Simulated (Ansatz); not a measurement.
# C9H20O4: up Jacob's ladder to CCSD(T)

Aim: compute C9H20O4 with functionals from several rungs and with coupled cluster, and see how far each lands from CCSD(T) at the basis-set limit for the atomisation energy.

Computed with Ansatz 0.2.0, Gaussian basis. Level: functionals in def2-TZVPP, the program's frozen cores in correlated methods.

Plan: LDA (SPW92), PBE-D4, revPBE-D4, BLYP-D4, r2SCAN-D4, B97M-V, PBE0-D4, B3LYP-D4, r2SCANh-D4, r2SCAN0-D4, HSE06-D4, BHLYP-D4, CAM-B3LYP-D4, LC-ωPBE, ωB97X-V, ωB97M-V, B2PLYP, PBE-QIDH; CCSD(T)/def2-SVP; CCSD(T)/def2-TZVPP; MP2/def2-QZVPP; extrapolation to the limit; RPA on PBE.

### 1 The relaxed structure

All runs share one geometry, relaxed beforehand with PBE0-D4 in a triple-zeta def2 set.

SMILES `CCOC(OCC)(OCC)OCC`, 33 atoms, charge 0, spin multiplicity 1.

Atoms are counted from 1 here; the program's logs count them from 0.

Bond lengths: C1–C2 1.507 Å, C1–H14 1.092 Å, C1–H15 1.092 Å, C1–H16 1.092 Å, C2–O3 1.421 Å, C2–H17 1.095 Å, C2–H18 1.094 Å, O3–C4 1.381 Å, C4–O5 1.381 Å, C4–O8 1.381 Å, C4–O11 1.381 Å, O5–C6 1.421 Å, C6–C7 1.507 Å, C6–H19 1.094 Å, C6–H20 1.095 Å, C7–H21 1.092 Å, C7–H22 1.092 Å, C7–H23 1.092 Å and more. Angles: C2–C1–H14 111.0°, C2–C1–H15 110.1°, C2–C1–H16 110.7°, H14–C1–H15 108.4°, H14–C1–H16 108.3°, H15–C1–H16 108.3°, C1–C2–O3 107.7°, C1–C2–H17 111.1°, C1–C2–H18 111.2°, O3–C2–H17 109.5°, O3–C2–H18 109.5°, H17–C2–H18 107.8°, C2–O3–C4 115.9°, O3–C4–O5 107.8°, O3–C4–O8 107.8°, O3–C4–O11 112.9°, O5–C4–O8 112.9°, O5–C4–O11 107.8° and more.

Coordinates:

```
C    -3.04426   -1.87451   -0.69422
C    -2.14153   -0.67100   -0.77771
O    -0.88200   -1.03771   -0.23075
C    -0.00011   -0.00001   -0.00013
O     0.15573    0.69211   -1.18522
C     0.98566    1.84439   -1.12577
C     1.25376    2.28843   -2.54043
O     1.18100   -0.54567    0.46356
C     1.76953   -1.54222   -0.36136
C     3.15832   -1.80592    0.16026
O    -0.45513    0.89124    0.95191
C    -0.61418    0.36913    2.26421
C    -1.36729    1.39173    3.07504
H    -3.18580   -2.18574    0.34287
H    -4.02216   -1.63991   -1.12042
H    -2.62112   -2.71453   -1.24888
H    -2.55425    0.17174   -0.21327
H    -2.00982   -0.34754   -1.81412
H     0.48140    2.62904   -0.55466
H     1.91758    1.59778   -0.60629
H     1.77074    1.50861   -3.10352
H     0.31989    2.52102   -3.05629
H     1.87781    3.18483   -2.54009
H     1.79759   -1.18970   -1.39776
H     1.15826   -2.44866   -0.33232
H     3.12385   -2.14551    1.19748
H     3.77051   -0.90274    0.11601
H     3.64271   -2.58056   -0.43830
H    -1.16146   -0.57820    2.21734
H     0.36884    0.16689    2.69883
H    -0.82203    2.33723    3.10769
H    -2.35405    1.58032    2.64702
H    -1.49796    1.03567    4.09931
```

### 2 LDA

This LDA is Slater exchange with PW92 correlation.

The input, in.yaml:

```yaml
crystal:
  periodic: [false, false, false]
  atoms:
    - {symbol: C, position_ang: [-3.044257, -1.874514, -0.694221]}
    - {symbol: C, position_ang: [-2.141530, -0.671005, -0.777710]}
    - {symbol: O, position_ang: [-0.882002, -1.037715, -0.230751]}
    - {symbol: C, position_ang: [-0.000105, -0.000011, -0.000133]}
    - {symbol: O, position_ang: [0.155729, 0.692109, -1.185224]}
    - {symbol: C, position_ang: [0.985660, 1.844388, -1.125766]}
    - {symbol: C, position_ang: [1.253761, 2.288429, -2.540431]}
    - {symbol: O, position_ang: [1.181004, -0.545669, 0.463560]}
    - {symbol: C, position_ang: [1.769530, -1.542221, -0.361361]}
    - {symbol: C, position_ang: [3.158316, -1.805922, 0.160255]}
    - {symbol: O, position_ang: [-0.455130, 0.891243, 0.951914]}
    - {symbol: C, position_ang: [-0.614178, 0.369130, 2.264207]}
    - {symbol: C, position_ang: [-1.367287, 1.391732, 3.075040]}
    - {symbol: H, position_ang: [-3.185801, -2.185737, 0.342875]}
    - {symbol: H, position_ang: [-4.022159, -1.639908, -1.120423]}
    - {symbol: H, position_ang: [-2.621118, -2.714534, -1.248883]}
    - {symbol: H, position_ang: [-2.554252, 0.171738, -0.213270]}
    - {symbol: H, position_ang: [-2.009820, -0.347543, -1.814122]}
    - {symbol: H, position_ang: [0.481399, 2.629041, -0.554655]}
    - {symbol: H, position_ang: [1.917579, 1.597782, -0.606289]}
    - {symbol: H, position_ang: [1.770736, 1.508606, -3.103524]}
    - {symbol: H, position_ang: [0.319888, 2.521025, -3.056290]}
    - {symbol: H, position_ang: [1.877812, 3.184833, -2.540089]}
    - {symbol: H, position_ang: [1.797586, -1.189701, -1.397757]}
    - {symbol: H, position_ang: [1.158255, -2.448663, -0.332324]}
    - {symbol: H, position_ang: [3.123846, -2.145512, 1.197482]}
    - {symbol: H, position_ang: [3.770513, -0.902739, 0.116012]}
    - {symbol: H, position_ang: [3.642711, -2.580563, -0.438299]}
    - {symbol: H, position_ang: [-1.161465, -0.578205, 2.217337]}
    - {symbol: H, position_ang: [0.368840, 0.166885, 2.698834]}
    - {symbol: H, position_ang: [-0.822027, 2.337229, 3.107685]}
    - {symbol: H, position_ang: [-2.354052, 1.580324, 2.647023]}
    - {symbol: H, position_ang: [-1.497957, 1.035668, 4.099305]}
basis:
  gaussian: {orbitals: def2-TZVPP}
hamiltonian: {xc: lda}
output: {orbitals: {seedname: orbitals}}
```

On the command line:

```sh
> ansatz run in.yaml --threads 11 --pin off --events-out ev --progress --plain --max-ram 174080MiB --backend cuda --devices 0, --max-vram 75GiB
```

The runs that follow: PBE-D4 (GGA); revPBE-D4 (GGA); BLYP-D4 (GGA); r2SCAN-D4 (meta-GGA); B97M-V (meta-GGA); PBE0-D4 (hybrid); B3LYP-D4 (hybrid); r2SCANh-D4 (hybrid); r2SCAN0-D4 (hybrid); HSE06-D4 (hybrid); BHLYP-D4 (hybrid); CAM-B3LYP-D4 (range-separated); LC-ωPBE (range-separated); ωB97X-V (range-separated); ωB97M-V (range-separated); B2PLYP (double hybrid); PBE-QIDH (double hybrid); CCSD(T) in def2-SVP; CCSD(T) in def2-TZVPP; MP2 in def2-QZVPP; RPA on PBE orbitals.

**Question.** What will the summary of the whole plan be? Wanted: atomisation energy, CCSD(T)/CBS; farthest beyond LDA; mean size of error, GGA; mean size of error, meta-GGA; mean size of error, hybrid; mean size of error, range-separated; mean size of error, double hybrid; gap, smallest and largest; T1 diagnostic.

**Answer**, as computed:

| quantity | value |
| --- | --- |
| atomisation energy, CCSD(T)/CBS | 13266.2 kJ/mol |
| functionals within 66.3 kJ/mol (0.5 %) | revPBE-D4, BLYP-D4, r2SCAN-D4, B97M-V, B3LYP-D4, r2SCANh-D4, LC-ωPBE, ωB97X-V, ωB97M-V, PBE-QIDH |
| farthest beyond LDA | BHLYP-D4 (-400.6 kJ/mol) |
| mean size of error, GGA | 126.4 kJ/mol |
| mean size of error, meta-GGA | 23.6 kJ/mol |
| mean size of error, hybrid | 125.0 kJ/mol |
| mean size of error, range-separated | 40.9 kJ/mol |
| mean size of error, double hybrid | 98.6 kJ/mol |
| gap, smallest and largest | 6.52 eV (BLYP-D4), 13.77 eV (LC-ωPBE) |
| T1 diagnostic | 0.0110 |
| triples share of the correlation energy | 3.8 % |

In words: The LDA atomisation energy is off by 2049.1 kJ/mol (15 %): it overbinds. PBE-D4 misses by +307.7 kJ/mol. Double hybrids carry the basis error of their MP2 part in triple zeta, and no dispersion term here, so their miss is partly the set-up's. The rungs meta-GGA, range-separated miss on average by less than the doubt on the reference (66.3 kJ/mol), so they tie. Misses under about 66.3 kJ/mol are within the doubt on the reference itself, which lacks core-valence correlation, relativity and higher excitations. Hartree-Fock recovers 73 % of the binding; the rest is correlation. CCSD(T) in def2-SVP is off by -530.0 kJ/mol, which most functionals beat. Orbital gaps span 6.5 to 13.8 eV; exact exchange widens them.
